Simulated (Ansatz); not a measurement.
# CH6Sn: the cost of one run

Method: RKS CAM-B3LYP-D4/def2-SVP, in Ansatz 0.2.0.

## (1) Starting point

Bond lengths: Sn1–C2 2.350 Å, C2–H3 1.110 Å, C2–H4 1.110 Å, C2–H5 1.110 Å, Sn1–H6 1.940 Å, Sn1–H7 1.739 Å, Sn1–H8 1.739 Å. Angles: Sn1–C2–H3 74.4°, Sn1–C2–H4 132.9°, Sn1–C2–H5 113.1°, H3–C2–H4 109.4°, H3–C2–H5 109.4°, H4–C2–H5 109.4°, C2–Sn1–H6 40.2°, C2–Sn1–H7 123.3°, C2–Sn1–H8 123.3°, H6–Sn1–H7 122.3°, H6–Sn1–H8 122.3°, H7–Sn1–H8 109.5°.

As a file:

```xyz
8

Sn    0.0000    0.0000    0.0000
C     1.4021    0.0000    1.8859
H     0.4025   -0.3092    2.2564
H     2.1697   -0.7111    2.2564
H     1.6341    1.0203    2.2564
H     1.8890    0.0000    0.4420
H    -0.8195    1.4198   -0.5794
H    -0.8195   -1.4198   -0.5794
```

## (2) A restrained relaxation towards end A

Springs on the bonds that form and break draw the guess towards this end; the thresholds are loose.

input.yaml

```yaml
crystal:
  periodic: [false, false, false]
  atoms:
    - { symbol: Sn, position_ang: [0.0, 0.0, 0.0] }
    - { symbol: C, position_ang: [1.4021, 0.0, 1.8859] }
    - { symbol: H, position_ang: [0.4025, -0.3092, 2.2564] }
    - { symbol: H, position_ang: [2.1697, -0.7111, 2.2564] }
    - { symbol: H, position_ang: [1.6341, 1.0203, 2.2564] }
    - { symbol: H, position_ang: [1.889, 0.0, 0.442] }
    - { symbol: H, position_ang: [-0.8195, 1.4198, -0.5794] }
    - { symbol: H, position_ang: [-0.8195, -1.4198, -0.5794] }
basis:
  gaussian: { orbitals: def2-SVP }
hamiltonian:
  xc: cam_b3lyp
  dispersion: d4
relax:
  f_tol: 0.15
  max_steps: 25
  restrain:
    - { distance: [1, 5], at: 2.31, k: 30.0 }
    - { distance: [0, 1], at: 2.15, k: 30.0 }
    - { distance: [0, 5], at: 1.74, k: 30.0 }
```

Started as:

```sh
$ ansatz run input.yaml --threads 2 --pin off --max-ram 3072MiB --backend cpu --events-out ev --progress --plain --runs-dir out
```

**Question.** How long does this run take on 2 threads of Intel Xeon 6975P-C (Granite Rapids), shared host, and how much memory does it need?

About 14 s, with a peak of 0.19 GiB.
